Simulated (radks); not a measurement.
**Taking charge from the 3s level of Br in fractions**

What happens to E and to the 3s eigenvalue of Br when a fraction of an electron is removed? The exact functional would give straight lines between whole numbers for a frontier level.

Method: scalar-relativistic Kohn-Sham, r2SCAN, spin-polarised, spherical densities, finite nucleus; open shells are filled with parallel spins first. Code: radks (a radial shooting solver on a logarithmic mesh, Libxc functionals) version 1.

### Step 1. The system

| Property | Result |
| --- | --- |
| element | bromine (Z = 35) |
| charge | 0 |
| electrons | 35 |
| configuration | [Ne] 3s(up 1, down 1) 3p6 3d10 4s2 4p5 |
| nuclear rms radius | 4.1629 fm |

A shell typed twice in an input gives spin up, then spin down.

### Step 2. Start: [Ne] 3s(up 1, down 1) 3p6 3d10 4s2 4p5

Input:

```text
Z 35
configuration [Ne] 3s1 3s1 3p6 3d10 4s2 4p5
relativity scalar-relativistic
functional r2scan,r2scan
spin polarised
nucleus finite rms 4.1629 fm
c 137.035999084
```

### Step 3. 0.1 electron removed from 3s

Input:

```text
Z 35
configuration [Ne] 3s1 3s0.9 3p6 3d10 4s2 4p5
relativity scalar-relativistic
functional r2scan,r2scan
spin polarised
nucleus finite rms 4.1629 fm
c 137.035999084
```

### Step 4. 0.2 electron removed from 3s

Input:

```text
Z 35
configuration [Ne] 3s1 3s0.8 3p6 3d10 4s2 4p5
relativity scalar-relativistic
functional r2scan,r2scan
spin polarised
nucleus finite rms 4.1629 fm
c 137.035999084
```

### Step 5. 0.3 electron removed from 3s

Input:

```text
Z 35
configuration [Ne] 3s1 3s0.7 3p6 3d10 4s2 4p5
relativity scalar-relativistic
functional r2scan,r2scan
spin polarised
nucleus finite rms 4.1629 fm
c 137.035999084
```

### Step 6. 0.4 electron removed from 3s

Input:

```text
Z 35
configuration [Ne] 3s1 3s0.6 3p6 3d10 4s2 4p5
relativity scalar-relativistic
functional r2scan,r2scan
spin polarised
nucleus finite rms 4.1629 fm
c 137.035999084
```

### Step 7. 0.5 electron removed from 3s

Input:

```text
Z 35
configuration [Ne] 3s1 3s0.5 3p6 3d10 4s2 4p5
relativity scalar-relativistic
functional r2scan,r2scan
spin polarised
nucleus finite rms 4.1629 fm
c 137.035999084
```

### Step 8. 0.6 electron removed from 3s

Input:

```text
Z 35
configuration [Ne] 3s1 3s0.4 3p6 3d10 4s2 4p5
relativity scalar-relativistic
functional r2scan,r2scan
spin polarised
nucleus finite rms 4.1629 fm
c 137.035999084
```

### Step 9. 0.7 electron removed from 3s

Input:

```text
Z 35
configuration [Ne] 3s1 3s0.3 3p6 3d10 4s2 4p5
relativity scalar-relativistic
functional r2scan,r2scan
spin polarised
nucleus finite rms 4.1629 fm
c 137.035999084
```

### Step 10. 0.8 electron removed from 3s

Input:

```text
Z 35
configuration [Ne] 3s1 3s0.2 3p6 3d10 4s2 4p5
relativity scalar-relativistic
functional r2scan,r2scan
spin polarised
nucleus finite rms 4.1629 fm
c 137.035999084
```

### Step 11. 0.9 electron removed from 3s

Input:

```text
Z 35
configuration [Ne] 3s1 3s0.1 3p6 3d10 4s2 4p5
relativity scalar-relativistic
functional r2scan,r2scan
spin polarised
nucleus finite rms 4.1629 fm
c 137.035999084
```

### Step 12. 1 electron removed from 3s

Input:

```text
Z 35
configuration [Ne] 3s1 3s0 3p6 3d10 4s2 4p5
relativity scalar-relativistic
functional r2scan,r2scan
spin polarised
nucleus finite rms 4.1629 fm
c 137.035999084
```

**Question.** What will these runs give? Wanted: for each run, removed; E − E(0); eigenvalue; E minus straight line.

The runs gave:

```
removed (e)  E − E(0) (eV)  eigenvalue (eV)  E minus straight line (eV)
          0          0.000          -244.16                       0.000
        0.1         24.518          -246.39                      -1.038
        0.2         49.261          -248.65                      -1.851
        0.3         74.230          -250.94                      -2.438
        0.4         99.430          -253.24                      -2.794
        0.5         124.86          -255.57                      -2.919
        0.6         150.53          -257.92                      -2.811
        0.7         176.43          -260.29                      -2.466
        0.8         202.56          -262.67                      -1.884
        0.9         228.94          -265.07                      -1.062
          1         255.56          -267.49                       0.000
```

Removing the whole electron costs 255.56 eV, against 244.16 eV from minus the starting eigenvalue. Slater's transition state, half an electron removed, gives 255.57 eV. The trapezoid integral of minus the eigenvalue gives 255.66 eV over the range, against 255.56 eV from the energies (Janak's theorem; approximate here, since the scalar-relativistic density holds large components alone). The eigenvalue moves by 23.3 eV per electron. E bends below the straight line by 2.92 eV at 0.5 electron removed.
